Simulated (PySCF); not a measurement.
# [AsSe2]-: singlet, from a bent start

Where does singlet [AsSe2]- go from a bent start, is the end point a minimum, and what are its modes, charges and moments?

Method: PBE0, basis As def2-SVPD, Se def2-SVPD, no relativity, density fitting; program: PySCF 2.14.0.

**1. The system as given**

3 atoms, charge -1, spin multiplicity 1.

Bond lengths: As1–Se2 2.210 Å, As1–Se3 2.210 Å. Angles: Se2–As1–Se3 110.0°.

Z-matrix (Å, degrees; charge -1 multiplicity 1):
```
As
Se 1 2.2100
Se 1 2.2100 2 110.00
```

**2. Relaxing the singlet from the bent start**

The steps below are one call of a driver around PySCF. For each, scf.py gives the equivalent set-up of the SCF; relaxations use the driver's own optimiser. Before each start the driver seeks the lowest SCF state from one or more starting densities and follows internal instabilities, so scf.py alone need not reach the same state.

The program finds C2v symmetry in the start, which this walk keeps.

scf.py reads:

```python
from pyscf import gto, scf, dft
mol = gto.M(atom='''
As     0.000000     0.000000    -0.863047
Se     1.810300    -0.000000     0.404553
Se    -1.810300     0.000000     0.404553''',
    basis={'As': 'def2-SVPD', 'Se': 'def2-SVPD'},
    charge=-1, spin=0)
mf = dft.RKS(mol, xc='PBE0')
mf.grids.atom_grid = (50, 194)
aux = {'As': 'def2-universal-JKFIT', 'Se': 'def2-universal-JKFIT'}
mf = mf.density_fit(auxbasis=aux)
mf.kernel()
```

After this run come: Vibrations and properties at this point.

**Question.** What will these runs give? Wanted: minimum; geometry; wavenumbers; dipole moment; highest occupied, lowest empty level; polar-tensor charge of As1; zero-point energy.

**Answer**, as computed:

```
                            quantity                                value
                             minimum                         singlet, C2v
                            geometry  As–Se 2.250 Å (×2); Se–As–Se 113.6°
                  wavenumbers (cm⁻¹)         119 (a1), 323 (a1), 349 (b2)
      dipole moment (centre of mass)                               1.21 D
highest occupied, lowest empty level                       -1.61, 1.45 eV
          polar-tensor charge of As1                              +0.62 e
                   zero-point energy                           4.7 kJ/mol
                 entropy at 298.15 K                      314.4 J/(mol K)
```

In words: The bent start keeps its C2v symmetry and ends in a minimum. The strongest infrared band lies at 349 cm⁻¹ (b2). Only this shape and spin were tried, so other structures or states may lie lower.
